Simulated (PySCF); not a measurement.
# A gas-phase reaction: H2MgO + HI → HIMgO + H2

Aim: the reaction energy of `[OH][MgH]` + `I` → `[OH][Mg][I]` + `[H][H]`.

Programs: PySCF 2.14.0. All values are calculated, for the isolated system unless a continuum is named. Atoms count from 0, parts from 1.

### 1 Starting point

Each species was relaxed by itself at PBE0-D3(BJ)/def2-SVPD.

### 2 Reaction energy: wB97M-D3(BJ)/def2-TZVPD

What the job is given:

```
{"job": {"kind": "react", "xc": "wB97M-D3(BJ)", "basis": "def2-TZVPD"}, "charge": 0, "multiplicity": 1}
-1 H2MgO charge 0 multiplicity 1
O      0.646950     0.425640     0.746510
Mg    -0.420760    -0.279990    -0.490300
H      1.208620     0.803980     1.410200
H     -1.434790    -0.949600    -1.666390

-1 HI charge 0 multiplicity 1
I      0.809710    -0.006350     0.007590
H     -0.807520     0.005830    -0.007660

+1 HIMgO charge 0 multiplicity 1
O     -0.619400    -0.982590    -0.634900
Mg     0.124620     0.405700     0.198270
I      1.076130     2.454870     1.387860
H     -0.581350    -1.877970    -0.951230

+1 H2 charge 0 multiplicity 1
H      0.379990    -0.009860     0.011830
H     -0.379990     0.009860    -0.011830
```

Level: wB97M-D3(BJ)/def2-TZVPD reaction energy of separated species, gas phase.

Started as:

```console
> OMP_NUM_THREADS=1 python cluster_run.py task.json out
```

One launch serves the whole session: the jobs run in the order shown.

Output:

```text
species 1 (H2MgO)
coarse grid: 16360 points
cycle   1  E = -276.4676592469  dE = -2.506e-02  |g| = 8.455e-01  |ddm| = 1.475e+00
cycle   2  E = -276.3655466485  dE =  1.021e-01  |g| = 1.183e+00  |ddm| = 8.698e-01
cycle   3  E = -276.6164317361  dE = -2.509e-01  |g| = 4.314e-02  |ddm| = 4.674e-01
cycle   4  E = -276.6174028937  dE = -9.712e-04  |g| = 1.311e-02  |ddm| = 8.009e-02
cycle   5  E = -276.6174987567  dE = -9.586e-05  |g| = 2.737e-03  |ddm| = 2.828e-02
cycle   6  E = -276.6175055398  dE = -6.783e-06  |g| = 6.555e-04  |ddm| = 9.646e-03
final grid: 33488 points
cycle   7  E = -276.6174826081  dE = -2.275e-07  |g| = 5.075e-04  |ddm| = 1.711e-03
cycle   8  E = -276.6174826127  dE = -4.593e-09  |g| = 6.104e-04  |ddm| = 5.858e-04
cycle   9  E = -276.6174826725  dE = -5.985e-08  |g| = 4.052e-05  |ddm| = 2.332e-04
cycle  10  E = -276.6174826744  dE = -1.853e-09  |g| = 1.382e-05  |ddm| = 1.281e-04
cycle  11  E = -276.6174826745  dE = -7.799e-11  |g| = 1.105e-06  |ddm| = 2.598e-05
converged SCF energy = -276.6174826745

species 2 (HI)
coarse grid: 10504 points
cycle   1  E = -297.0645407325  dE = -4.120e+01  |g| = 2.946e+00  |ddm| = 1.945e+01
cycle   2  E = -297.7149977660  dE = -6.505e-01  |g| = 2.315e+00  |ddm| = 6.590e+00
cycle   3  E = -298.3805518503  dE = -6.656e-01  |g| = 1.385e-01  |ddm| = 2.118e+00
cycle   4  E = -298.3824021784  dE = -1.850e-03  |g| = 1.059e-01  |ddm| = 1.440e-01
cycle   5  E = -298.3837842805  dE = -1.382e-03  |g| = 6.134e-03  |ddm| = 5.443e-02
cycle   6  E = -298.3838155383  dE = -3.126e-05  |g| = 2.382e-03  |ddm| = 1.566e-02
cycle   7  E = -298.3838186787  dE = -3.140e-06  |g| = 3.677e-04  |ddm| = 4.966e-03
final grid: 19416 points
cycle   8  E = -298.3838560035  dE = -1.280e-07  |g| = 2.033e-04  |ddm| = 7.827e-04
cycle   9  E = -298.3838560216  dE = -1.815e-08  |g| = 1.526e-04  |ddm| = 3.336e-04
cycle  10  E = -298.3838560258  dE = -4.223e-09  |g| = 3.552e-05  |ddm| = 9.016e-05
cycle  11  E = -298.3838560270  dE = -1.205e-09  |g| = 4.159e-06  |ddm| = 1.006e-04
cycle  12  E = -298.3838560271  dE = -5.627e-12  |g| = 2.653e-07  |ddm| = 4.853e-06
converged SCF energy = -298.3838560271

species 3 (HIMgO)
coarse grid: 21912 points
cycle   1  E = -572.4003782708  dE = -4.100e+01  |g| = 3.086e+00  |ddm| = 2.038e+01
cycle   2  E = -572.7956026927  dE = -3.952e-01  |g| = 2.708e+00  |ddm| = 7.696e+00
cycle   3  E = -573.8847763770  dE = -1.089e+00  |g| = 2.523e-01  |ddm| = 2.893e+00
cycle   4  E = -573.8924783328  dE = -7.702e-03  |g| = 1.965e-01  |ddm| = 3.844e-01
cycle   5  E = -573.8982007611  dE = -5.722e-03  |g| = 2.768e-02  |ddm| = 1.199e-01
cycle   6  E = -573.8984041895  dE = -2.034e-04  |g| = 1.247e-02  |ddm| = 4.562e-02
cycle   7  E = -573.8984372881  dE = -3.310e-05  |g| = 2.443e-03  |ddm| = 1.431e-02
cycle   8  E = -573.8984432685  dE = -5.980e-06  |g| = 6.999e-04  |ddm| = 8.667e-03
final grid: 42160 points
cycle   9  E = -573.8985100713  dE = -9.564e-07  |g| = 4.136e-04  |ddm| = 2.826e-03
cycle  10  E = -573.8985101834  dE = -1.121e-07  |g| = 2.436e-04  |ddm| = 8.300e-04
cycle  11  E = -573.8985102063  dE = -2.292e-08  |g| = 1.108e-04  |ddm| = 3.542e-04
cycle  12  E = -573.8985102174  dE = -1.112e-08  |g| = 5.396e-05  |ddm| = 2.761e-04
cycle  13  E = -573.8985102188  dE = -1.338e-09  |g| = 1.775e-05  |ddm| = 9.464e-05
cycle  14  E = -573.8985102189  dE = -1.701e-10  |g| = 5.483e-06  |ddm| = 3.766e-05
converged SCF energy = -573.8985102189

species 4 (H2)
coarse grid: 4944 points
cycle   1  E = -1.1694183260  dE = -2.751e-01  |g| = 9.864e-03  |ddm| = 4.504e-01
cycle   2  E = -1.1694525682  dE = -3.424e-05  |g| = 1.161e-03  |ddm| = 9.676e-03
cycle   3  E = -1.1694532504  dE = -6.822e-07  |g| = 1.815e-04  |ddm| = 1.918e-03
final grid: 10744 points
cycle   4  E = -1.1694520041  dE = -2.403e-08  |g| = 4.111e-05  |ddm| = 3.868e-04
cycle   5  E = -1.1694520053  dE = -1.268e-09  |g| = 9.622e-06  |ddm| = 9.169e-05
cycle   6  E = -1.1694520054  dE = -7.517e-11  |g| = 3.020e-07  |ddm| = 2.870e-05
converged SCF energy = -1.1694520054

Reaction energy = -41.958 kcal/mol
```

Wall time 7.4 s (1 thread of Arm Neoverse V2, shared host); peak memory 0.49 GiB.

Species by species (with the dispersion term, which the log's SCF energies lack):

| ν | species | energy (Eh) | HOMO (eV) |
| --- | --- | --- | --- |
| -1 | [OH][MgH] | -276.61909 | -10.32 |
| -1 | I | -298.38449 | -10.19 |
| +1 | [OH][Mg][I] | -573.90078 | -9.77 |
| +1 | [H][H] | -1.16967 | -14.48 |

### 3 Reaction energy: PBE0-D3(BJ)/def2-TZVPD

The job, as its differences from that of step 2:

```diff
@@ -1,2 +1,2 @@
-{"job": {"kind": "react", "xc": "wB97M-D3(BJ)", "basis": "def2-TZVPD"}, "charge": 0, "multiplicity": 1}
+{"job": {"kind": "react", "xc": "PBE0", "basis": "def2-TZVPD", "disp": "d3bj"}, "charge": 0, "multiplicity": 1}
 -1 H2MgO charge 0 multiplicity 1
```

With the program's defaults for keys left out, this is: PBE0-D3(BJ)/def2-TZVPD reaction energy of separated species, gas phase.

Output:

```text
species 1 (H2MgO)
coarse grid: 3952 points
cycle   1  E = -276.2157828392  dE =  2.989e-02  |g| = 9.032e-01  |ddm| = 1.566e+00
cycle   2  E = -275.4682724059  dE =  7.475e-01  |g| = 2.029e+00  |ddm| = 1.232e+00
cycle   3  E = -276.3671849619  dE = -8.989e-01  |g| = 1.058e-01  |ddm| = 9.240e-01
cycle   4  E = -276.3702954657  dE = -3.111e-03  |g| = 2.603e-02  |ddm| = 1.033e-01
cycle   5  E = -276.3704384266  dE = -1.430e-04  |g| = 4.568e-03  |ddm| = 1.940e-02
cycle   6  E = -276.3704424700  dE = -4.043e-06  |g| = 5.249e-04  |ddm| = 4.001e-03
final grid: 33488 points
cycle   7  E = -276.3708732710  dE = -1.808e-05  |g| = 3.821e-03  |ddm| = 1.418e-02
cycle   8  E = -276.3708694808  dE =  3.790e-06  |g| = 5.888e-03  |ddm| = 3.848e-03
cycle   9  E = -276.3708754157  dE = -5.935e-06  |g| = 6.359e-04  |ddm| = 2.507e-03
cycle  10  E = -276.3708754734  dE = -5.766e-08  |g| = 4.937e-05  |ddm| = 2.728e-04
cycle  11  E = -276.3708754738  dE = -4.080e-10  |g| = 5.718e-06  |ddm| = 3.716e-05
converged SCF energy = -276.3708754738

species 2 (HI)
coarse grid: 10504 points
cycle   1  E = -296.6657302808  dE = -4.069e+01  |g| = 3.285e+00  |ddm| = 1.949e+01
cycle   2  E = -296.5079553343  dE =  1.578e-01  |g| = 3.386e+00  |ddm| = 7.995e+00
cycle   3  E = -298.2898878038  dE = -1.782e+00  |g| = 3.368e-01  |ddm| = 3.379e+00
cycle   4  E = -298.2974588547  dE = -7.571e-03  |g| = 3.394e-01  |ddm| = 5.727e-01
cycle   5  E = -298.3177536143  dE = -2.029e-02  |g| = 3.355e-02  |ddm| = 2.194e-01
cycle   6  E = -298.3181037072  dE = -3.501e-04  |g| = 3.315e-03  |ddm| = 5.779e-02
cycle   7  E = -298.3181075421  dE = -3.835e-06  |g| = 8.409e-04  |ddm| = 5.114e-03
final grid: 19416 points
cycle   8  E = -298.3181033360  dE =  1.915e-08  |g| = 1.142e-03  |ddm| = 1.955e-03
cycle   9  E = -298.3181031861  dE =  1.500e-07  |g| = 1.570e-03  |ddm| = 1.826e-03
cycle  10  E = -298.3181035977  dE = -4.116e-07  |g| = 7.603e-05  |ddm| = 9.494e-04
cycle  11  E = -298.3181035988  dE = -1.189e-09  |g| = 9.423e-06  |ddm| = 9.231e-05
cycle  12  E = -298.3181035989  dE = -2.478e-11  |g| = 1.131e-06  |ddm| = 1.140e-05
converged SCF energy = -298.3181035989

species 3 (HIMgO)
coarse grid: 21912 points
cycle   1  E = -571.7249487340  dE = -4.046e+01  |g| = 3.437e+00  |ddm| = 2.042e+01
cycle   2  E = -569.9818382996  dE =  1.743e+00  |g| = 4.092e+00  |ddm| = 9.155e+00
cycle   3  E = -573.4590833920  dE = -3.477e+00  |g| = 6.613e-01  |ddm| = 4.924e+00
cycle   4  E = -573.5427367460  dE = -8.365e-02  |g| = 5.254e-01  |ddm| = 1.178e+00
cycle   5  E = -573.5850267708  dE = -4.229e-02  |g| = 1.214e-01  |ddm| = 3.941e-01
cycle   6  E = -573.5892406422  dE = -4.214e-03  |g| = 5.909e-02  |ddm| = 1.965e-01
cycle   7  E = -573.5898016862  dE = -5.610e-04  |g| = 6.833e-03  |ddm| = 3.238e-02
cycle   8  E = -573.5898125322  dE = -1.085e-05  |g| = 1.312e-03  |ddm| = 9.619e-03
cycle   9  E = -573.5898128485  dE = -3.163e-07  |g| = 2.093e-04  |ddm| = 2.125e-03
final grid: 42160 points
cycle  10  E = -573.5898659059  dE = -4.716e-07  |g| = 2.457e-04  |ddm| = 1.667e-03
cycle  11  E = -573.5898659035  dE =  2.318e-09  |g| = 2.652e-04  |ddm| = 3.782e-04
cycle  12  E = -573.5898659147  dE = -1.120e-08  |g| = 3.835e-05  |ddm| = 2.160e-04
cycle  13  E = -573.5898659149  dE = -1.322e-10  |g| = 2.649e-05  |ddm| = 3.174e-05
converged SCF energy = -573.5898659149

species 4 (H2)
coarse grid: 1240 points
cycle   1  E = -1.1670624921  dE = -2.327e-01  |g| = 2.266e-02  |ddm| = 4.588e-01
cycle   2  E = -1.1672499351  dE = -1.874e-04  |g| = 3.233e-03  |ddm| = 1.896e-02
cycle   3  E = -1.1672543912  dE = -4.456e-06  |g| = 9.769e-05  |ddm| = 2.761e-03
final grid: 10744 points
cycle   4  E = -1.1681371099  dE = -1.925e-06  |g| = 2.736e-04  |ddm| = 1.567e-03
cycle   5  E = -1.1681371381  dE = -2.822e-08  |g| = 3.986e-05  |ddm| = 2.445e-04
cycle   6  E = -1.1681371387  dE = -6.305e-10  |g| = 1.256e-06  |ddm| = 3.099e-05
converged SCF energy = -1.1681371387

Reaction energy = -43.846 kcal/mol
```

Wall time 3.7 s (1 thread of Arm Neoverse V2, shared host); peak memory 0.48 GiB.

Reaction energy at this level: -43.85 kcal/mol.

### 4 Reaction energy: MP2/def2-TZVPD

The job, as its differences from that of step 3:

```diff
@@ -1,2 +1,2 @@
-{"job": {"kind": "react", "xc": "PBE0", "basis": "def2-TZVPD", "disp": "d3bj"}, "charge": 0, "multiplicity": 1}
+{"job": {"kind": "react", "xc": "MP2", "basis": "def2-TZVPD"}, "charge": 0, "multiplicity": 1}
 -1 H2MgO charge 0 multiplicity 1
```

Method: MP2/def2-TZVPD reaction energy of separated species, gas phase.

Output:

```text
species 1 (H2MgO)
final grid: 33488 points
cycle   1  E = -275.5920825160  dE = -1.488e-01  |g| = 6.504e-01  |ddm| = 1.418e+00
cycle   2  E = -275.6484980574  dE = -5.642e-02  |g| = 5.072e-01  |ddm| = 5.642e-01
cycle   3  E = -275.6924785528  dE = -4.398e-02  |g| = 3.654e-02  |ddm| = 2.127e-01
cycle   4  E = -275.6934315977  dE = -9.530e-04  |g| = 7.506e-03  |ddm| = 6.801e-02
cycle   5  E = -275.6934783679  dE = -4.677e-05  |g| = 1.476e-03  |ddm| = 1.585e-02
cycle   6  E = -275.6934802680  dE = -1.900e-06  |g| = 2.686e-04  |ddm| = 4.475e-03
cycle   7  E = -275.6934803277  dE = -5.970e-08  |g| = 5.668e-05  |ddm| = 1.090e-03
cycle   8  E = -275.6934803297  dE = -2.019e-09  |g| = 1.051e-05  |ddm| = 1.517e-04
cycle   9  E = -275.6934803298  dE = -7.748e-11  |g| = 2.758e-06  |ddm| = 3.535e-05
converged SCF energy = -275.6934803298

species 2 (HI)
final grid: 19416 points
cycle   1  E = -296.2771632628  dE = -4.223e+01  |g| = 2.692e+00  |ddm| = 1.972e+01
cycle   2  E = -297.0399275375  dE = -7.628e-01  |g| = 1.310e+00  |ddm| = 4.987e+00
cycle   3  E = -297.2401022841  dE = -2.002e-01  |g| = 1.088e-01  |ddm| = 1.259e+00
cycle   4  E = -297.2419135907  dE = -1.811e-03  |g| = 4.877e-02  |ddm| = 1.163e-01
cycle   5  E = -297.2422635602  dE = -3.500e-04  |g| = 8.988e-03  |ddm| = 3.065e-02
cycle   6  E = -297.2423251731  dE = -6.161e-05  |g| = 1.607e-03  |ddm| = 1.920e-02
cycle   7  E = -297.2423280267  dE = -2.854e-06  |g| = 1.808e-04  |ddm| = 4.776e-03
cycle   8  E = -297.2423280521  dE = -2.537e-08  |g| = 2.336e-05  |ddm| = 6.453e-04
cycle   9  E = -297.2423280523  dE = -1.804e-10  |g| = 2.070e-06  |ddm| = 6.125e-05
converged SCF energy = -297.2423280523

species 3 (HIMgO)
final grid: 42160 points
cycle   1  E = -570.7824390870  dE = -4.211e+01  |g| = 2.800e+00  |ddm| = 2.053e+01
cycle   2  E = -571.5805090827  dE = -7.981e-01  |g| = 1.480e+00  |ddm| = 5.648e+00
cycle   3  E = -571.8711635167  dE = -2.907e-01  |g| = 1.339e-01  |ddm| = 1.550e+00
cycle   4  E = -571.8744415821  dE = -3.278e-03  |g| = 6.239e-02  |ddm| = 1.820e-01
cycle   5  E = -571.8750162180  dE = -5.746e-04  |g| = 8.935e-03  |ddm| = 4.613e-02
cycle   6  E = -571.8750720669  dE = -5.585e-05  |g| = 3.046e-03  |ddm| = 2.707e-02
cycle   7  E = -571.8750756229  dE = -3.556e-06  |g| = 1.255e-03  |ddm| = 4.334e-03
cycle   8  E = -571.8750765224  dE = -8.995e-07  |g| = 3.619e-04  |ddm| = 2.101e-03
cycle   9  E = -571.8750766356  dE = -1.131e-07  |g| = 7.586e-05  |ddm| = 9.242e-04
cycle  10  E = -571.8750766407  dE = -5.163e-09  |g| = 2.168e-05  |ddm| = 2.281e-04
cycle  11  E = -571.8750766411  dE = -4.160e-10  |g| = 5.800e-06  |ddm| = 5.340e-05
converged SCF energy = -571.8750766411

species 4 (H2)
final grid: 10744 points
cycle   1  E = -1.1312980408  dE = -3.213e-01  |g| = 4.426e-02  |ddm| = 4.479e-01
cycle   2  E = -1.1322328277  dE = -9.348e-04  |g| = 7.183e-03  |ddm| = 3.751e-02
cycle   3  E = -1.1322675279  dE = -3.470e-05  |g| = 8.111e-04  |ddm| = 1.078e-02
cycle   4  E = -1.1322679428  dE = -4.150e-07  |g| = 2.771e-05  |ddm| = 1.627e-03
cycle   5  E = -1.1322679433  dE = -4.855e-10  |g| = 2.610e-06  |ddm| = 6.834e-05
converged SCF energy = -1.1322679433

Reaction energy = -48.240 kcal/mol
```

Run time: 1.7 s. Hardware: 1 thread of Arm Neoverse V2, shared host; peak memory 0.33 GiB.

Reaction energy at this level: -48.24 kcal/mol.

### 5 Comparing the runs

Energies in kcal/mol, with wall time:

```
                    run  reaction   time
wB97M-D3(BJ)/def2-TZVPD    -41.96  7.4 s
 PBE0-D3(BJ)/def2-TZVPD    -43.85  3.7 s
         MP2/def2-TZVPD    -48.24  1.7 s
```

### 6 Outcome

| quantity | value |
| --- | --- |
| reaction energy (wB97M-D3(BJ)/def2-TZVPD) | -41.96 kcal/mol |
| ΔH, ΔG at 298 K (xTB thermal terms) | -42.4, -41.6 kcal/mol |
| range of the reaction energy over the runs of this table | -48.24 to -41.96 kcal/mol |

**Reading.** The reaction is exothermic by 42.4 kcal/mol in the gas phase; dispersion gives -0.15, and xTB itself gave -11.22 for the electronic energy (xTB energies and thermal terms come from the earlier relaxation of each species, not shown). No barrier was sought. xTB and this level differ widely in the electronic energy, so what comes from xTB (the thermal terms above all) is less safe here. The reaction energy runs from -48.24 (MP2/def2-TZVPD) to -41.96 kcal/mol (wB97M-D3(BJ)/def2-TZVPD).
